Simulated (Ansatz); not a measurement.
# C2H5AlO (SMILES [CH3][Al]1[CH2][O]1): wB97M-V/6-31G(d) (spherical functions)

Aim: the electronic atomisation energy of C2H5AlO at wB97M-V/6-31G* (spherical functions), from 5 runs. 

The results are computed with Ansatz 0.2.0.

82 further runs of the same task are left out: 82 set aside as unsound or not needed.

**1. Starting point**

The species is C2H5AlO (9 atoms), meant as a singlet with charge 0. As SMILES, `[CH3][Al]1[CH2][O]1`. The shape is that of a PBE0-D4/def2-TZVP optimisation.

Bond lengths: C1–Al2 1.934 Å, Al2–C3 1.883 Å, Al2–O4 1.707 Å, C3–O4 1.488 Å, C1–H5 1.093 Å, C1–H6 1.091 Å, C1–H7 1.094 Å, C3–H8 1.091 Å, C3–H9 1.091 Å. Some angles: C1–Al2–C3 171.7°, C1–Al2–O4 139.6°, C3–Al2–O4 48.7°, Al2–C3–O4 59.5°, Al2–O4–C3 71.8°, Al2–C1–H5 110.3°, Al2–C1–H6 112.2°, Al2–C1–H7 110.1°, Al2–C3–H8 123.8°, Al2–C3–H9 123.8°.

**2. A single-point energy at wB97M-V/6-31G(d) (spherical functions)**

The input, molecule.yaml:

```yaml
crystal:
  periodic: [false, false, false]
  atoms:
    - symbol: C
      position_ang: [-0.670900, 1.320200, -1.081500]
    - symbol: Al
      position_ang: [0.051300, -0.076700, 0.044200]
    - symbol: C
      position_ang: [0.678700, -1.280200, 1.349300]
    - symbol: O
      position_ang: [0.789300, -1.609500, -0.097900]
    - symbol: H
      position_ang: [0.039700, 1.575000, -1.872100]
    - symbol: H
      position_ang: [-0.900200, 2.226000, -0.517500]
    - symbol: H
      position_ang: [-1.591200, 0.976800, -1.562100]
    - symbol: H
      position_ang: [0.038500, -1.980500, 1.887700]
    - symbol: H
      position_ang: [1.653200, -1.197400, 1.832800]
basis:
  gaussian:
    orbitals: 6-31G_st_-spherical.json
output:
  orbitals: {seedname: orbitals}
hamiltonian:
  xc: {name: wB97M-V}
accuracy: high
```

The basis set 6-31G* is read from a file made from the Basis Set Exchange's data (not shown).

Run with:

```console
$ ansatz run molecule.yaml --threads 1 --pin off --max-ram 3480MiB --events-out events.jsonl --progress --plain --runs-dir runs
```

The program printed:

```text
Warning: RAYON_NUM_THREADS=1 ignored (pool sized by the plan → 1); use --threads N
Functional definition: wB97M-V
  name "wB97M-V"
  parameter omega = 0.3/bohr
  parameter cx = 0.15
  parameter cx01 = 1.007
  parameter cx10 = 0.259
  parameter css00 = 0.443
  parameter css04 = -1.437
  parameter css10 = -4.535
  parameter css20 = -3.390
  parameter css43 = 4.278
  parameter cos00 = 1.000
  parameter cos10 = 1.358
  parameter cos20 = 2.924
  parameter cos21 = -8.812
  parameter cos60 = -1.390
  parameter cos61 = 9.142
  parameter b = 6.0
  parameter c = 0.01
  gx(w, u) = 1 - cx + cx01*u + cx10*w
  gss(w, u) = css00 + css04*u^4 + css10*w + css20*w^2 + css43*w^4*u^3
  gos(w, u) = cos00 + cos10*w + (cos20 + cos21*u)*w^2 + (cos60 + cos61*u)*w^6
  exchange = spin_sum(e_x_unif_sr(omega)*gx(b97_w, b97_u_x)) + cx*exact_x_sr(omega) + exact_x_lr(omega)
  correlation = spin_sum(e_c_pw_mod_same_spin*gss(b97_w, b97_u_same))
      + integral(e_c_pw_mod_opposite_spin*gos(b97_w_opposite, b97_u_opposite)) + vv10(b, c)
1640 factors; integrals over basis functions are off by at most 8.4e-9 eV
351 factors; integrals over basis functions are off by at most 2.4e-9 eV
mean field evaluation 1: about -10789.7349 eV, gradient 5.3e1 eV
mean field evaluation 2: about -10786.9753 eV, gradient 6.9e1 eV
mean field evaluation 4: about -10795.8434 eV, gradient 2.3e0 eV
mean field evaluation 8: about -10795.9867 eV, gradient 1.8e-1 eV
mean field evaluation 16: about -10795.9869 eV, gradient 1.1e-4 eV
mean field -10795.98686494 eV, -396.7451995038 hartree, gradient 6.2e-8 eV, S^2 0.000000; 0 other end points of the search recorded, 0 dependent functions left out
reference -10795.98687052 eV, -396.7451997090 hartree; 19, 19 occupied and 51, 51 virtual orbitals, 1640 factors
Total energy: -10795.98687052 eV, -396.7451997090 hartree
```

Run time: 68 s. Hardware: 1 thread of Arm Neoverse V2, shared host; peak memory 0.49 GiB.

**3. The Al atom, same level**

The input, input.yaml:

```yaml
crystal:
  periodic: [false, false, false]
  atoms:
    - {symbol: Al, position_ang: [0.000000, 0.000000, 0.000000]}
basis:
  gaussian:
    orbitals: 6-31G_st_-spherical.json
magnetization:
  spin_polarized: true
  initial_magnetization: 1
hamiltonian:
  xc: {name: wB97M-V}
accuracy: high
```

The basis set 6-31G* is read from a file made from the Basis Set Exchange's data (not shown).

Run the same way, it converges to -242.33000 Eh (log not shown).

**4. The C atom at the same level**

The input, run.yaml:

```yaml
crystal:
  periodic: [false, false, false]
  atoms:
    - symbol: C
      position_ang: [0.000000, 0.000000, 0.000000]
basis:
  gaussian: {orbitals: 6-31G_st_-spherical.json}
magnetization: {spin_polarized: true, initial_magnetization: 2}
hamiltonian: {xc: {name: wB97M-V}}
accuracy: high
```

The basis set 6-31G* is read from a file made from the Basis Set Exchange's data (not shown).

Run the same way, it converges to -37.83053 Eh (log not shown).

**5. The H atom at the same level**

The input, in.yaml:

```yaml
crystal:
  periodic: [false, false, false]
  atoms:
    - {symbol: H, position_ang: [0.000000, 0.000000, 0.000000]}
basis:
  gaussian: {orbitals: "6-31G*"}
magnetization: {spin_polarized: true, initial_magnetization: 1}
hamiltonian: {xc: {name: wB97M-V}}
accuracy: high
```

Run the same way, it converges to -0.49108 Eh (log not shown).

**6. The O atom at the same level**

The input, in.yaml:

```yaml
crystal:
  periodic: [false, false, false]
  atoms:
    - symbol: O
      position_ang: [0.000000, 0.000000, 0.000000]
basis:
  gaussian:
    orbitals: 6-31G_st_-spherical.json
magnetization:
  spin_polarized: true
  initial_magnetization: 2
hamiltonian:
  xc: {name: wB97M-V}
accuracy: high
```

The basis set 6-31G* is read from a file made from the Basis Set Exchange's data (not shown).

Run the same way, it converges to -75.04079 Eh (log not shown).

**7. Results**

At wB97M-V/6-31G* (spherical functions):

```
                     quantity          value
       molecule: total energy  -396.74520 Eh
        molecule: HOMO energy       -8.24 eV
        molecule: LUMO energy        1.27 eV
      molecule: HOMO–LUMO gap        9.51 eV
        Al atom: total energy  -242.33000 Eh
                Al atom: ⟨S²⟩          0.750
         C atom: total energy   -37.83053 Eh
                 C atom: ⟨S²⟩          2.001
         H atom: total energy    -0.49108 Eh
                 H atom: ⟨S²⟩          0.750
         O atom: total energy   -75.04079 Eh
                 O atom: ⟨S²⟩          2.003
electronic atomisation energy      34.230 eV
```

Taking the molecule apart into free atoms costs 34.23 eV (3303 kJ/mol), before zero-point energy and without spin-orbit coupling.
